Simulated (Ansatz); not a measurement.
# CH₄FInO: a ladder of functionals and wavefunction methods

An exercise on one series of results from a longer session: the logs are not shown, and one member is left open.

Program: Ansatz 0.2.0, Gaussian basis. Level of theory: functionals in def2-TZVPP, the program's frozen cores in correlated methods. These are calculated values, not measurements.

Levels to be run: LDA (SPW92), PBE-D4, revPBE-D4, BLYP-D4, r2SCAN-D4, B97M-V, PBE0-D4, B3LYP-D4, r2SCANh-D4, r2SCAN0-D4, HSE06-D4, BHLYP-D4, CAM-B3LYP-D4, LC-ωPBE, ωB97X-V, ωB97M-V, B2PLYP, PBE-QIDH; CCSD(T)/def2-SVP; CCSD(T)/def2-TZVPP; MP2/def2-QZVPP; extrapolation to the limit; RPA on PBE.

**The relaxed structure**

An earlier PBE0-D4 in a triple-zeta def2 set relaxation fixed the geometry. In takes the def2 core potential; no spin-orbit term is included.

SMILES `[CH3][In]([OH])[F]`, 8 atoms, charge 0, spin multiplicity 1.

Atoms are counted from 1 here; the program's logs count them from 0.

Bond lengths: C1–In2 2.126 Å, C1–H5 1.090 Å, C1–H6 1.088 Å, C1–H7 1.090 Å, In2–O3 1.973 Å, In2–F4 1.952 Å, O3–H8 0.960 Å. Angles: In2–C1–H5 109.6°, In2–C1–H6 108.5°, In2–C1–H7 109.7°, H5–C1–H6 109.9°, H5–C1–H7 109.1°, H6–C1–H7 110.0°, C1–In2–O3 135.6°, C1–In2–F4 118.5°, O3–In2–F4 105.9°, In2–O3–H8 113.5°.

Set-up of the first run:

The input, in.yaml:

```yaml
crystal:
  periodic: [false, false, false]
  atoms:
    - {symbol: C, position_ang: [-1.246063, 0.547477, -0.059126]}
    - {symbol: In, position_ang: [0.595543, -0.487850, -0.293784]}
    - {symbol: O, position_ang: [2.297950, -0.578068, 0.700242]}
    - {symbol: F, position_ang: [0.805424, -1.681396, -1.824650]}
    - {symbol: H, position_ang: [-1.070250, 1.621886, -0.104393]}
    - {symbol: H, position_ang: [-1.915022, 0.247268, -0.863492]}
    - {symbol: H, position_ang: [-1.688071, 0.297971, 0.904984]}
    - {symbol: H, position_ang: [2.312589, -0.024388, 1.484420]}
basis:
  gaussian: {orbitals: def2-TZVPP}
hamiltonian: {xc: lda}
output: {orbitals: {seedname: orbitals}}
```

Steps of the session up to this table: LDA; PBE-D4 (GGA); revPBE-D4 (GGA); BLYP-D4 (GGA); r2SCAN-D4 (meta-GGA); B97M-V (meta-GGA); PBE0-D4 (hybrid); B3LYP-D4 (hybrid); r2SCANh-D4 (hybrid); r2SCAN0-D4 (hybrid); HSE06-D4 (hybrid); BHLYP-D4 (hybrid); CAM-B3LYP-D4 (range-separated); LC-ωPBE-D4 (range-separated; the results give it without D4); ωB97X-V (range-separated); ωB97M-V (range-separated); B2PLYP (double hybrid); PBE-QIDH (double hybrid).

One of the session's tables, all rows but one given; the rest of the session is left out.

It belongs to the step «Orbital energies across the functionals». 

```
  functional  HOMO (eV)  gap (eV)
 LDA (SPW92)      -7.24      4.76
      PBE-D4      -6.99      4.79
   revPBE-D4      -6.90      4.82
     BLYP-D4      -6.90      4.69
   r2SCAN-D4      -7.34      5.44
      B97M-V      -7.41      5.29
     PBE0-D4      -8.49      7.18
    B3LYP-D4      -8.26      6.59
  r2SCANh-D4      -7.91      6.31
  r2SCAN0-D4      -8.70      7.57
    HSE06-D4          ?         ?
    BHLYP-D4      -9.76      9.19
CAM-B3LYP-D4      -9.87      9.42
     LC-ωPBE     -11.19     12.08
     ωB97X-V     -10.82     11.50
     ωB97M-V     -10.74     11.16
```

**Question.** Estimate the row for HSE06-D4.

**Answer.** HOMO (eV): -8.09; gap (eV): 6.41. In the column «HOMO (eV)» it lies between B3LYP-D4 (-8.26) and r2SCANh-D4 (-7.91).
